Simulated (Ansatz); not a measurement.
# SnSiH6O (SMILES [SiH3][O][SnH3]): B3LYP/def2-SVP (core potential)

Aim: the vertical singlet–triplet gap of SnSiH6O at B3LYP/def2-SVP (core potential), from 2 runs. 

The calculation is run with Ansatz 0.2.0.

63 further runs of the same task are left out: 63 set aside as unsound or not needed. Runs told in other sessions of the task aren't counted.

## Step 1: Starting point

The species is SnSiH6O (9 atoms), meant as a singlet with charge 0. As SMILES, `[SiH3][O][SnH3]`. Geometry: relaxed at PBE0-D4/def2-TZVP.

Bond lengths: Si1–O2 1.627 Å, O2–Sn3 1.963 Å, Si1–H4 1.492 Å, Si1–H5 1.486 Å, Si1–H6 1.492 Å, Sn3–H7 1.699 Å, Sn3–H8 1.705 Å, Sn3–H9 1.705 Å. Some angles: Si1–O2–Sn3 136.6°, O2–Si1–H4 111.4°, O2–Si1–H5 109.0°, O2–Si1–H6 111.4°, O2–Sn3–H7 103.7°, O2–Sn3–H8 106.7°, O2–Sn3–H9 106.7°, H4–Si1–H5 108.8°, H4–Si1–H6 107.4°, H5–Si1–H6 108.8°.

## Step 2: The energy at B3LYP/def2-SVP (core potential)

molecule.yaml

```yaml
basis:
  gaussian:
    orbitals: def2-SVP
crystal:
  periodic: [false, false, false]
  atoms:
    - {symbol: Si, position_ang: [-0.707500, 1.106300, -0.961800]}
    - {symbol: O, position_ang: [0.549600, 0.232700, -0.411000]}
    - {symbol: Sn, position_ang: [0.837100, -1.145700, 0.956400]}
    - {symbol: H, position_ang: [-1.786000, 0.228100, -1.502000]}
    - {symbol: H, position_ang: [-0.233000, 2.004100, -2.046400]}
    - {symbol: H, position_ang: [-1.309600, 1.937400, 0.121200]}
    - {symbol: H, position_ang: [2.493700, -1.499800, 0.829900]}
    - {symbol: H, position_ang: [-0.166000, -2.460900, 0.544700]}
    - {symbol: H, position_ang: [0.410100, -0.448400, 2.452000]}
hamiltonian:
  xc: {name: B3LYP}
accuracy: high
output: {orbitals: {seedname: orbitals}}
```

The run is started by

```console
$ ansatz run molecule.yaml --threads 1 --pin off --max-ram 2610MiB --events-out events.jsonl --progress --plain --runs-dir runs
```

The log of the run:

```text
Warning: RAYON_NUM_THREADS=1 ignored (pool sized by the plan → 1); use --threads N
Functional definition: B3LYP
  name "B3LYP"
  parameter a0 = 0.2
  parameter ax = 0.72
  parameter ac = 0.81
  exchange = (1 - a0 - ax)*slater_x + ax*b88_x + a0*exact_x
  correlation = (1 - ac)*vwn_rpa_c + ac*lyp_c
2073 factors; integrals over basis functions are off by at most 7.3e-9 eV
mean field evaluation 1: about -15847.2386 eV, gradient 5.4e1 eV
mean field evaluation 2: about -15821.4760 eV, gradient 1.2e2 eV
mean field evaluation 4: about -15852.5604 eV, gradient 2.6e0 eV
mean field evaluation 8: about -15852.6739 eV, gradient 1.8e-1 eV
mean field evaluation 16: about -15852.6740 eV, gradient 2.7e-6 eV
mean field -15852.67404071 eV, -582.5750256676 hartree, gradient 2.4e-8 eV, S^2 0.000000; 0 other end points of the search recorded, 0 dependent functions left out
reference -15852.67408712 eV, -582.5750273732 hartree; 25, 25 occupied and 63, 63 virtual orbitals, 2073 factors
Total energy: -15852.67408712 eV, -582.5750273732 hartree
```

Run time: 8.7 s. Hardware: 1 thread of Arm Neoverse V1, shared host; peak memory 0.3 GiB.

## Step 3: The triplet, same level

job.yaml

```yaml
crystal:
  periodic: [false, false, false]
  atoms:
    - {symbol: Si, position_ang: [-0.707500, 1.106300, -0.961800]}
    - {symbol: O, position_ang: [0.549600, 0.232700, -0.411000]}
    - {symbol: Sn, position_ang: [0.837100, -1.145700, 0.956400]}
    - {symbol: H, position_ang: [-1.786000, 0.228100, -1.502000]}
    - {symbol: H, position_ang: [-0.233000, 2.004100, -2.046400]}
    - {symbol: H, position_ang: [-1.309600, 1.937400, 0.121200]}
    - {symbol: H, position_ang: [2.493700, -1.499800, 0.829900]}
    - {symbol: H, position_ang: [-0.166000, -2.460900, 0.544700]}
    - {symbol: H, position_ang: [0.410100, -0.448400, 2.452000]}
basis:
  gaussian:
    orbitals: def2-SVP
magnetization:
  spin_polarized: true
  initial_magnetization: 2
hamiltonian:
  xc: {name: B3LYP}
accuracy: high
output:
  orbitals: {seedname: orbitals}
```

The run is started by

```console
$ ansatz run job.yaml --threads 1 --pin off --max-ram 2610MiB --events-out events.jsonl --progress --plain --runs-dir runs
```

The log of the run:

```text
Warning: RAYON_NUM_THREADS=1 ignored (pool sized by the plan → 1); use --threads N
Functional definition: B3LYP
  name "B3LYP"
  parameter a0 = 0.2
  parameter ax = 0.72
  parameter ac = 0.81
  exchange = (1 - a0 - ax)*slater_x + ax*b88_x + a0*exact_x
  correlation = (1 - ac)*vwn_rpa_c + ac*lyp_c
2073 factors; integrals over basis functions are off by at most 7.3e-9 eV
mean field evaluation 1: about -15838.7422 eV, gradient 4.1e1 eV
mean field evaluation 2: about -15743.6895 eV, gradient 1.4e2 eV
mean field evaluation 4: about -15846.1784 eV, gradient 9.7e0 eV
mean field evaluation 8: about -15846.6478 eV, gradient 2.3e-1 eV
mean field evaluation 16: about -15846.7577 eV, gradient 2.8e-3 eV
mean field evaluation 32: about -15846.7577 eV, gradient 4.9e-6 eV
mean field evaluation 64: about -15846.5591 eV, gradient 1.2e0 eV
mean field -15846.75772607 eV, -582.3576051149 hartree, gradient 8.9e-8 eV, S^2 2.007495; 7 other end points of the search recorded, 0 dependent functions left out
reference -15846.75777191 eV, -582.3576067994 hartree; 26, 24 occupied and 62, 64 virtual orbitals, 2073 factors
Total energy: -15846.75777191 eV, -582.3576067994 hartree
```

It took 31 s on 1 thread of Arm Neoverse V1, shared host; peak memory 0.45 GiB.

## Step 4: Outcome

Level: B3LYP/def2-SVP (core potential).

| quantity | value |
| --- | --- |
| singlet: total energy | -582.57503 Eh |
| singlet: HOMO energy | -7.86 eV |
| singlet: LUMO energy | -0.66 eV |
| singlet: HOMO–LUMO gap | 7.21 eV |
| triplet: total energy | -582.35761 Eh |
| triplet: HOMO energy (highest over α and β) | -2.31 eV |
| triplet: ⟨S²⟩ | 2.007 |
| vertical energy of the triplet above the singlet | 5.916 eV |

**Reading.** At this shape the triplet lies 5.92 eV (136 kcal/mol) above the singlet.
